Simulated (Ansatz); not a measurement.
# ScTeAs3: the cost of one run

Method: DFT PBE, scalar-relativistic, plane waves, PAW, in Ansatz 0.2.0.

## (1) The structure to begin with

It takes space group P6/mmm (No. 191, hexagonal). The conventional cell has a = 4.332 Å, b = 4.332 Å, c = 8.684 Å, α = 90.00°, β = 90.00°, γ = 120.00°. Around Sc (site symmetry 6/mmm) lie 6 Sc at 4.33 Å and 2 Te at 4.34 Å. Te (site symmetry 6/mmm) is surrounded by 6 As at 2.17 Å. As (site symmetry mmm) is surrounded by 4 As at 2.17 Å and 2 Te at 2.17 Å.

As a file:

```
Sc Te As
1.0
     4.33186    0.00000    0.00000
    -2.16593    3.75150    0.00000
     0.00000    0.00000    8.68351
Sc Te As
1 1 3
Direct
  0.00000 0.00000 0.50000
  0.00000 0.00000 0.00000
  0.50000 0.00000 0.00000
  0.00000 0.50000 0.00000
  0.50000 0.50000 0.00000
```

Recipe of the guess: random cell by space group and Wyckoff sites (P6/mmm, No. 191). The dimensions are guesses.

## (2) A first look at the guess

Input file input.yaml:

```yaml
crystal:
  lattice:
    - [4.3318571, 0.0, 0.0]
    - [-2.16592855, 3.75149829, 0.0]
    - [0.0, 0.0, 8.68350758]
  atoms:
    - { symbol: Sc, position: [0.0, 0.0, 0.5] }
    - { symbol: Te, position: [0.0, 0.0, 0.0] }
    - { symbol: As, position: [0.5, 0.0, 0.0] }
    - { symbol: As, position: [0.0, 0.5, 0.0] }
    - { symbol: As, position: [0.5, 0.5, 0.0] }
basis:
  ecutwfc: 420
kpoints:
  mp_grid: { grid: [6, 6, 2] }
hamiltonian:
  xc: pbe
scf:
  occupations: { method: gaussian, width: 0.1 }
  lower_state_search: "off"
output:
  forces: true
  stress: true
  eigenvalues: true
```

Run with:

```sh
ansatz run input.yaml --threads 1 --pin off --max-ram 2560MiB --backend cpu --events-out ev --progress --plain --runs-dir out
```

Q: Estimate wall time and peak memory on 1 thread of Intel Xeon at 2.50GHz (Skylake/Cascade Lake), shared host.

About 14 s, with a peak of 0.46 GiB.
